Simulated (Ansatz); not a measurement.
A nudged elastic band was laid between two geometries of a periodic cell of 23 atoms, Al₁₈H₄C (surface Al(111), adsorbate CH4).

These are results of Ansatz, DFT PBE-D3(BJ), scalar-relativistic, plane waves, PAW, not measurements. Settings: cutoff 420 eV, k mesh 3x2x1, gaussian smearing 0.05 eV, no spin polarisation.

```json
{
 "movable images": "5",
 "climbing image": "yes",
 "spring": "5.0 eV/Å²",
 "optimiser": "quadratic models (default)",
 "start path": "IDPP",
 "force threshold": "0.03 eV/Å",
 "iteration limit": "27",
 "end points": "relaxed",
 "atoms held": "1 to 6"
}
```

First end point:

```xyz
23
Lattice="5.7276 0.0000 0.0000 4.2957 7.4403 0.0000 0.0000 0.0000 17.6765" Properties=species:S:1:pos:R:3
Al 1.432 0.827 1.000
Al 4.296 0.827 1.000
Al 2.864 3.307 1.000
Al 5.728 3.307 1.000
Al 4.296 5.787 1.000
Al 7.159 5.787 1.000
Al 0.000 1.654 3.326
Al 2.863 1.654 3.328
Al 1.432 4.134 3.321
Al 4.296 4.134 3.321
Al 2.864 6.613 3.324
Al 5.727 6.613 3.321
Al 0.001 -0.003 5.648
Al 2.862 -0.003 5.650
Al 1.431 2.482 5.649
Al 4.296 2.483 5.649
Al 2.865 4.962 5.647
Al 5.728 4.961 5.637
C 5.692 4.944 9.212
H 4.945 5.655 8.841
H 5.450 3.940 8.845
H 6.683 5.235 8.845
H 5.690 4.945 10.308
```

Last end point:

Only the atoms that move by more than 0.05 Å are listed.
```
C19 8.555 4.944 9.212
H20 7.808 5.655 8.841
H21 8.314 3.940 8.845
H22 9.547 5.235 8.845
H23 8.554 4.945 10.308
```

(1) Which bonds break or form, and what moves?

(2) What energy profile does the band end with?

(3) What is the geometry of the highest image?

Results:

(1) The atom that moves furthest is C19, by 2.86 Å.

(2) The forces met the threshold. The highest image is number 3 of 0 to 6, 0.001 eV above the ends, which have the same energy within 2 meV. The top lies less than 8 meV above the higher end, about what the thresholds resolve: that end is a shoulder or a very shallow well. By the program's own check the climbing image is of a kind that is not told: the force calls were inconclusive, a negative curvature could not be distinguished from the path's own, the only one lies far off the path, or fixed occupations may fill a level only in part (lowest curvatures found: -0.00 and 0.01 eV/Å²). Limits of this set-up: thin slab, slab without dipole correction.

```tsv
image	path coordinate (Å)	energy (eV)
0	0.00	0.000
1	1.07	0.000
2	2.14	0.001
3	3.21	0.001
4	4.28	0.001
5	5.35	0.000
6	6.42	0.000
```

(3) 
```xyz
23
Lattice="5.7276 0.0000 0.0000 4.2957 7.4403 0.0000 0.0000 0.0000 17.6765" Properties=species:S:1:pos:R:3
Al 1.432 0.827 1.000
Al 4.296 0.827 1.000
Al 2.864 3.307 1.000
Al 5.728 3.307 1.000
Al 4.296 5.787 1.000
Al 7.159 5.787 1.000
Al 0.000 1.652 3.327
Al 2.864 1.652 3.327
Al 1.432 4.132 3.320
Al 4.295 4.133 3.324
Al 2.864 6.612 3.323
Al 5.727 6.612 3.323
Al 0.000 -0.004 5.652
Al 2.864 -0.006 5.648
Al 1.433 2.480 5.648
Al 4.296 2.481 5.652
Al 2.863 4.959 5.643
Al 5.727 4.960 5.643
C 7.124 4.985 9.260
H 6.391 5.727 8.926
H 6.889 4.014 8.810
H 8.125 5.298 8.942
H 7.094 4.901 10.352
```

The run took 17 min on 1 thread of Arm Neoverse V1, on a shared host, peak memory 1.2 GiB.
